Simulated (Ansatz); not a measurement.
# CH2OTe: basis-set convergence

The task here is to estimate one member of a computed series from the others.

The runs use Ansatz 0.2.0, Gaussian basis; one geometry, several basis sets.

The runs, in order: PBE0-D4/def2-SVP; ωB97M-V/def2-SVP; PBE0-D4/def2-QZVPP; ωB97M-V/def2-QZVPP; the functionals' def2-TZVPP values are taken from earlier runs.

### Structure used throughout

All runs share one geometry, relaxed beforehand with PBE0-D4 in a triple-zeta def2 set. Te takes the def2 core potential; no spin-orbit term is included.

SMILES `O=C[TeH]`, 5 atoms, charge 0, spin multiplicity 1.

Atoms are counted from 1 here; the program's logs count them from 0.

Bond lengths: O1–C2 1.188 Å, C2–Te3 2.145 Å, C2–H4 1.106 Å, Te3–H5 1.658 Å. Angles: O1–C2–Te3 123.5°, O1–C2–H4 123.6°, Te3–C2–H4 112.8°, C2–Te3–H5 91.4°.

The first run:

The input, in.yaml:

```yaml
crystal:
  periodic: [false, false, false]
  atoms:
    - {symbol: O, position_ang: [-1.216351, -0.680240, 1.224661]}
    - {symbol: C, position_ang: [-0.592753, -0.307587, 0.284185]}
    - {symbol: Te, position_ang: [1.376946, 0.529255, 0.424498]}
    - {symbol: H, position_ang: [-0.965898, -0.355252, -0.756370]}
    - {symbol: H, position_ang: [1.448057, 0.740124, -1.218375]}
basis:
  gaussian: {orbitals: def2-SVP}
hamiltonian: {xc: pbe0, dispersion: d4}
output: {orbitals: {seedname: orbitals}}
```

Run with:

```sh
$ ansatz run in.yaml --threads 2 --pin off --events-out ev --progress --plain --max-ram 4352MiB
```

Steps of the session up to this table: PBE0-D4 in def2-SVP; ωB97M-V in def2-SVP; PBE0-D4 in def2-QZVPP; ωB97M-V in def2-QZVPP.

One table of the session follows, with a row left open; its other results are not shown here.

It belongs to the step «Functionals by basis». 

```
functional       basis  HOMO (eV)
   PBE0-D4    def2-SVP          ?
   PBE0-D4  def2-TZVPP      -6.96
   PBE0-D4  def2-QZVPP      -6.99
   ωB97M-V    def2-SVP      -8.85
   ωB97M-V  def2-TZVPP      -9.01
   ωB97M-V  def2-QZVPP      -9.04
```

Q: Estimate the row for PBE0-D4, def2-SVP from the others.

As computed: HOMO (eV): -6.84. In the column «HOMO (eV)» it is the highest.
